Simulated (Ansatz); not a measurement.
# HfC: the cost of one run

Method: DFT PBEsol, scalar-relativistic, plane waves, PAW, in Ansatz 0.2.0.

2 further runs of the same task are left out: 2 set aside as unsound or not needed.

## (1) The system as given

Symmetry: Fm-3m, No. 225, cubic system. The conventional cell has a = 4.552 Å, b = 4.552 Å, c = 4.552 Å, α = 90.00°, β = 90.00°, γ = 90.00°. Around Zr (site symmetry m-3m) lie 6 N at 2.28 Å. N (site symmetry m-3m) is surrounded by 6 Zr at 2.28 Å.

Coordinates:

```xyz
2
Lattice="0.0000 2.2761 2.2761 2.2761 0.0000 2.2761 2.2761 2.2761 0.0000" Properties=species:S:1:pos:R:3 pbc="T T T"
Zr    0.0000    0.0000    0.0000
N     2.2761    2.2761    2.2761
```

This cell was relaxed beforehand with the same method: volume 11.79 Å³/atom, gap on the mesh none (metal).

## (2) The film's bulk: HfC

Relaxed beforehand at this level: -7923.3525 eV/atom, gap on the mesh none (metal).

```
CELL_PARAMETERS angstrom
0.00000 -2.30366 -2.30366
2.30366 0.00000 -2.30366
2.30366 -2.30366 0.00000
ATOMIC_POSITIONS crystal
Hf 0.00000 0.00000 0.00000
C 0.50000 0.50000 0.50000
```

Bulk energy of ZrN, the base, on matching settings, from an earlier run: -2255.4877 eV/atom.

## (3) The film's bulk on the base's lattice

The (111) plane of HfC is fitted to the (111) plane of ZrN, a strain of -1.2 % along x and -1.2 % along y; the third vector and the atoms relax.

The input, input.yaml:

```yaml
crystal:
  lattice:
    - [3.2188796041, 0.0, 0.0]
    - [-1.6094398021, 2.7876315089, 0.0]
    - [1.6094398021, 0.929210503, 2.6987477108]
  atoms:
    - { symbol: Hf, position: [0.0, 0.0, 0.0] }
    - { symbol: C, position: [0.0, 0.5, 0.5] }
basis:
  ecutwfc: 420
kpoints:
  mp_grid: { grid: [12, 12, 13] }
hamiltonian:
  xc: pbesol
scf:
  occupations: { method: gaussian, width: 0.1 }
output:
  forces: true
  stress: true
  eigenvalues: true
relax:
  adjacent_minimum: "off"
  f_tol: 0.01
  max_steps: 50
  cell: { fix: [a, b, gamma], stress_tol: 0.1 }
```

Command:

```sh
$ ansatz run input.yaml --threads 2 --pin off --max-ram 5120MiB --backend cpu --events-out ev --progress --plain --runs-dir out
```

What time and memory should one allow on 2 threads of AMD EPYC 9R45 (Zen 5), shared host?

About 10 s, with a peak of 0.59 GiB.
